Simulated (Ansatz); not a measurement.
# H4C5: properties at the relaxed cell

The task, for H4C5: relax it again with other functionals.

Computed with Ansatz 0.2.0 (DFT PBE+D3(BJ), scalar-relativistic, plane waves, PAW, unless a step's input says otherwise).

## 1. The starting structure

Symmetry: P2_1/c, No. 14, monoclinic system. Conventional cell: a = 7.845 Å, b = 5.895 Å, c = 8.075 Å, α = 90.00°, β = 114.53°, γ = 90.00°. H (site symmetry 1) is surrounded by 1 C at 1.09 Å. C (site symmetry 1) is surrounded by 1 H at 1.09 Å. C (site symmetry 1) has 3 C at 1.42 to 1.43 Å in its first shell of neighbours. Only part of the 9 independent sites is listed.

Structure file:

```cif
data_structure
_symmetry_space_group_name_H-M 'P 1'
_symmetry_Int_Tables_number 1
_cell_length_a 7.8452
_cell_length_b 5.8949
_cell_length_c 8.0750
_cell_angle_alpha 90.000
_cell_angle_beta 114.535
_cell_angle_gamma 90.000
_cell_volume 339.72
loop_
_atom_site_label
_atom_site_type_symbol
_atom_site_fract_x
_atom_site_fract_y
_atom_site_fract_z
_atom_site_occupancy
H1 H 0.47242 0.56896 0.83805 1
H2 H 0.52758 0.06896 0.66195 1
H3 H 0.52758 0.43104 0.16195 1
H4 H 0.47242 0.93104 0.33805 1
H5 H 0.27831 0.82872 0.59110 1
H6 H 0.72169 0.32872 0.90890 1
H7 H 0.72169 0.17128 0.40890 1
H8 H 0.27831 0.67128 0.09110 1
H9 H 0.97970 0.91615 0.32978 1
H10 H 0.02030 0.41615 0.17022 1
H11 H 0.02030 0.08385 0.67022 1
H12 H 0.97970 0.58385 0.82978 1
H13 H 0.34239 0.19487 0.87852 1
H14 H 0.65761 0.69487 0.62148 1
H15 H 0.65761 0.80513 0.12148 1
H16 H 0.34239 0.30513 0.37852 1
C1 C 0.33034 0.52014 0.74641 1
C2 C 0.66966 0.02014 0.75359 1
C3 C 0.66966 0.47986 0.25359 1
C4 C 0.33034 0.97986 0.24641 1
C5 C 0.22288 0.66556 0.60897 1
C6 C 0.77712 0.16556 0.89103 1
C7 C 0.77712 0.33444 0.39103 1
C8 C 0.22288 0.83444 0.10897 1
C9 C 0.03709 0.60714 0.48861 1
C10 C 0.96291 0.10714 0.01139 1
C11 C 0.96291 0.39286 0.51139 1
C12 C 0.03709 0.89286 0.98861 1
C13 C 0.92274 0.75358 0.34655 1
C14 C 0.07726 0.25358 0.15345 1
C15 C 0.07726 0.24642 0.65345 1
C16 C 0.92274 0.74642 0.84655 1
C17 C 0.25700 0.30879 0.76905 1
C18 C 0.74300 0.80879 0.73095 1
C19 C 0.74300 0.69121 0.23095 1
C20 C 0.25700 0.19121 0.26905 1
```

It is the result of an earlier relaxation at this level (volume 9.44 Å³/atom; gap on the mesh: 3.01 eV).

## 2. The cell under PBEsol

Input file input.yaml:

```yaml
crystal:
  lattice:
    - [7.8448199676, 0.0, 0.0818966812]
    - [0.0, 5.8948788994, 0.0]
    - [-3.4296057187, 0.0, 7.3104685052]
  atoms:
    - { symbol: H, position: [0.4724227374, 0.5689626922, 0.8380482068] }
    - { symbol: H, position: [0.5275772626, 0.0689626922, 0.6619517932] }
    - { symbol: H, position: [0.5275772626, 0.4310373078, 0.1619517932] }
    - { symbol: H, position: [0.4724227374, 0.9310373078, 0.3380482068] }
    - { symbol: H, position: [0.278309811, 0.8287185418, 0.5911047484] }
    - { symbol: H, position: [0.721690189, 0.3287185418, 0.9088952516] }
    - { symbol: H, position: [0.721690189, 0.1712814582, 0.4088952516] }
    - { symbol: H, position: [0.278309811, 0.6712814582, 0.0911047484] }
    - { symbol: H, position: [0.9796957057, 0.9161546833, 0.3297815034] }
    - { symbol: H, position: [0.0203042943, 0.4161546833, 0.1702184966] }
    - { symbol: H, position: [0.0203042943, 0.0838453167, 0.6702184966] }
    - { symbol: H, position: [0.9796957057, 0.5838453167, 0.8297815034] }
    - { symbol: H, position: [0.3423933472, 0.1948694536, 0.8785163607] }
    - { symbol: H, position: [0.6576066528, 0.6948694536, 0.6214836393] }
    - { symbol: H, position: [0.6576066528, 0.8051305464, 0.1214836393] }
    - { symbol: H, position: [0.3423933472, 0.3051305464, 0.3785163607] }
    - { symbol: C, position: [0.3303395928, 0.5201360533, 0.7464085608] }
    - { symbol: C, position: [0.6696604072, 0.0201360533, 0.7535914392] }
    - { symbol: C, position: [0.6696604072, 0.4798639467, 0.2535914392] }
    - { symbol: C, position: [0.3303395928, 0.9798639467, 0.2464085608] }
    - { symbol: C, position: [0.2228771225, 0.665562144, 0.6089730616] }
    - { symbol: C, position: [0.7771228775, 0.165562144, 0.8910269384] }
    - { symbol: C, position: [0.7771228775, 0.334437856, 0.3910269384] }
    - { symbol: C, position: [0.2228771225, 0.834437856, 0.1089730616] }
    - { symbol: C, position: [0.0370945887, 0.6071406765, 0.4886092805] }
    - { symbol: C, position: [0.9629054113, 0.1071406765, 0.0113907195] }
    - { symbol: C, position: [0.9629054113, 0.3928593235, 0.5113907195] }
    - { symbol: C, position: [0.0370945887, 0.8928593235, 0.9886092805] }
    - { symbol: C, position: [0.9227427317, 0.7535839121, 0.3465493515] }
    - { symbol: C, position: [0.0772572683, 0.2535839121, 0.1534506485] }
    - { symbol: C, position: [0.0772572683, 0.2464160879, 0.6534506485] }
    - { symbol: C, position: [0.9227427317, 0.7464160879, 0.8465493515] }
    - { symbol: C, position: [0.2569957234, 0.3087897341, 0.7690463928] }
    - { symbol: C, position: [0.7430042766, 0.8087897341, 0.7309536072] }
    - { symbol: C, position: [0.7430042766, 0.6912102659, 0.2309536072] }
    - { symbol: C, position: [0.2569957234, 0.1912102659, 0.2690463928] }
basis:
  ecutwfc: 420
kpoints:
  mp_grid: { grid: [4, 4, 4] }
hamiltonian:
  xc: pbesol
scf:
  occupations: { method: gaussian, width: 0.02 }
output:
  forces: true
  stress: true
  eigenvalues: true
relax:
  adjacent_minimum: "off"
  f_tol: 0.005
  max_steps: 50
  cell: { stress_tol: 0.05 }
```

Command:

```bash
$ ansatz run input.yaml --threads 8 --pin off --max-ram 22528MiB --backend cpu --events-out ev --progress --plain --runs-dir out
```

## 3. Relaxing with PBE

input.yaml, as its differences from that of step 2:

```diff
@@ -47,3 +47,3 @@
 hamiltonian:
-  xc: pbesol
+  xc: pbe
 scf:
```

## 4. The cell under LDA

input.yaml, as its differences from that of step 3:

```diff
@@ -47,3 +47,3 @@
 hamiltonian:
-  xc: pbe
+  xc: lda
 scf:
```

## 5. Relaxing with r2SCAN

input.yaml, as its differences from that of step 4:

```diff
@@ -43,3 +43,3 @@
 basis:
-  ecutwfc: 420
+  ecutwfc: 500
 kpoints:
@@ -47,3 +47,3 @@
 hamiltonian:
-  xc: lda
+  xc: r2scan
 scf:
```

(Steps that only read results are left out.)

**Question.** What will these runs give?

As calculated:

The volumes rise in the order LDA, PBE+D3(BJ), r2SCAN, PBEsol, PBE, over 50.2 %. r2SCAN comes nearest to the reported cell (-0.5 %), which holds thermal expansion that these runs lack.
